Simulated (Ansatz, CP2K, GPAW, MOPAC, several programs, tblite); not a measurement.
**NaScSe2 from cheap methods to r2SCAN**

Aim: run NaScSe2 through methods of unlike cost and see what each gets, and at what price.

Method: no spin polarisation, static lattice; gaps from single points on the cell relaxed beforehand with r²SCAN, in MOPAC, tblite, CP2K, GPAW, Ansatz (versions at each run).

4 further runs of the same task are left out: 4 set aside as unsound or not needed.

**1. The system as given**

The structure is tetragonal, space group P4/mmm (No. 123). The conventional cell has a = 4.005 Å, b = 4.005 Å, c = 5.428 Å, α = 90.00°, β = 90.00°, γ = 90.00°. Na (site symmetry 4/mmm) has 6 Se at 2.71 to 2.83 Å as nearest neighbours. Se (site symmetry 4/mmm) is surrounded by 2 Na at 2.71 Å and 4 Sc at 2.83 Å. Sc (site symmetry 4/mmm) has 6 Se at 2.71 to 2.83 Å as nearest neighbours. Se (site symmetry 4/mmm) is surrounded by 2 Sc at 2.71 Å and 4 Na at 2.83 Å.

Structure file:

```cif
data_structure
_symmetry_space_group_name_H-M 'P4/mmm'
_symmetry_Int_Tables_number 123
_cell_length_a 4.0046
_cell_length_b 4.0046
_cell_length_c 5.4276
_cell_angle_alpha 90.000
_cell_angle_beta 90.000
_cell_angle_gamma 90.000
_cell_volume 87.04
loop_
_atom_site_label
_atom_site_type_symbol
_atom_site_symmetry_multiplicity
_atom_site_Wyckoff_symbol
_atom_site_fract_x
_atom_site_fract_y
_atom_site_fract_z
_atom_site_occupancy
Na1 Na 1 a 0.00000 0.00000 0.00000 1
Se1 Se 1 b 0.00000 0.00000 0.50000 1
Sc1 Sc 1 d 0.50000 0.50000 0.50000 1
Se2 Se 1 c 0.50000 0.50000 0.00000 1
```

The structure type (I-III-VI2 or I-V-VI2 ordering on rocksalt lattice) is imposed and need not be the compound's stable one.

**Question.** The methods are PM6, PM7, GFN1-xTB (tblite), GFN2-xTB (tblite), PBE/DZVP, PBE/single-zeta, PBE/SZV, coarse PBE, PBE, r2SCAN. What gap does r2SCAN give on this cell, and which other methods (full PBE left aside) come nearest to r2SCAN and farthest in gap, volume and bulk modulus?

| quantity | value |
| --- | --- |
| r2SCAN | gap 0.18 eV, 21.76 Å³/atom, B₀ 64 GPa |
| gap: nearest and farthest of the other methods | PBE/single-zeta (-0.13 eV), PM6 (+2.49 eV) |
| volume: nearest and farthest of the other methods | GFN2-xTB (tblite) (+1.0 %), GFN1-xTB (tblite) (-5.9 %) |
| bulk modulus: nearest and farthest of the other methods | PBE/SZV (-4 %), GFN1-xTB (tblite) (-32 %) |

In words: For the gap, of the 7 methods compared (full PBE left aside), PBE/single-zeta comes nearest to r2SCAN and PM6 is farthest. Among the 4 methods compared for the volume (full PBE left aside), GFN2-xTB (tblite) is nearest to r2SCAN and GFN1-xTB (tblite) farthest. Among the 4 methods compared for the bulk modulus (full PBE left aside), PBE/SZV is nearest to r2SCAN and GFN1-xTB (tblite) farthest. A minimal basis or a coarse cutoff and mesh shifts results by its own error, so closeness to r2SCAN can be chance. Cluster runs see only the k-points that fold onto the zone centre, so their gaps can miss the band edges. PM7 ended in an unphysical state and is left out of the comparison. No volume is given for PM6, PBE/single-zeta, coarse PBE, which can hide a larger miss. Overlaps count as a gap of zero in the misses; they are PBE/DZVP -0.06, PBE/SZV -0.11, PBE -0.05 eV. CPU times run from 1.2 s (coarse PBE) to 49 s (PBE/single-zeta). On this cell PM6, PBE/DZVP, PBE/single-zeta cost more than r2SCAN itself (15 s), so they are no saving here. GFN1-xTB (tblite), PBE/DZVP, PBE/SZV, PBE disagree with r2SCAN even on whether there is a gap. r2SCAN is a yardstick, not the truth: it usually gives gaps below the measured ones.
